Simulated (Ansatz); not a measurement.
# Hg2Se3: the cost of one run

Method: DFT PBE, scalar-relativistic, plane waves, PAW, in Ansatz 0.2.0.

## 1. The starting structure

Symmetry: Pm-3m, No. 221, cubic system. The conventional cell has a = 5.140 Å, b = 5.140 Å, c = 5.140 Å, α = 90.00°, β = 90.00°, γ = 90.00°. Hg (site symmetry m-3m) has 12 Se at 3.63 Å as nearest neighbours. Hg (site symmetry m-3m) has 6 Se at 2.57 Å as nearest neighbours. Se (site symmetry 4/mmm) has 6 Hg at 2.57 to 3.63 Å as nearest neighbours.

Structure file:

```cif
data_structure
_symmetry_space_group_name_H-M 'P 1'
_symmetry_Int_Tables_number 1
_cell_length_a 5.1395
_cell_length_b 5.1395
_cell_length_c 5.1395
_cell_angle_alpha 90.000
_cell_angle_beta 90.000
_cell_angle_gamma 90.000
_cell_volume 135.76
loop_
_atom_site_label
_atom_site_type_symbol
_atom_site_fract_x
_atom_site_fract_y
_atom_site_fract_z
_atom_site_occupancy
Hg1 Hg 0.50000 0.50000 0.50000 1
Hg2 Hg 0.00000 0.00000 0.00000 1
Se1 Se 0.50000 0.00000 0.00000 1
Se2 Se 0.00000 0.50000 0.00000 1
Se3 Se 0.00000 0.00000 0.50000 1
```

The cell is invented: random cell by space group and Wyckoff sites (Pm-3m, No. 221). The dimensions are guesses.

## 2. A first look at the guess

input.yaml

```yaml
crystal:
  lattice:
    - [5.13951165, 0.0, 0.0]
    - [0.0, 5.13951165, 0.0]
    - [0.0, 0.0, 5.13951165]
  atoms:
    - { symbol: Hg, position: [0.5, 0.5, 0.5] }
    - { symbol: Hg, position: [0.0, 0.0, 0.0] }
    - { symbol: Se, position: [0.5, 0.0, 0.0] }
    - { symbol: Se, position: [0.0, 0.5, 0.0] }
    - { symbol: Se, position: [0.0, 0.0, 0.5] }
basis:
  ecutwfc: 420
kpoints:
  mp_grid: { grid: [4, 4, 4] }
hamiltonian:
  xc: pbe
scf:
  occupations: { method: gaussian, width: 0.1 }
  lower_state_search: "off"
output:
  forces: true
  stress: true
  eigenvalues: true
```

Run with:

```bash
$ ansatz run input.yaml --threads 1 --pin off --max-ram 2048MiB --backend cpu --events-out ev --progress --plain --runs-dir out
```

What time and memory should one allow on 1 thread of Intel Xeon Platinum 8559C (Emerald Rapids), shared host?

About 2.3 s, with a peak of 0.46 GiB.
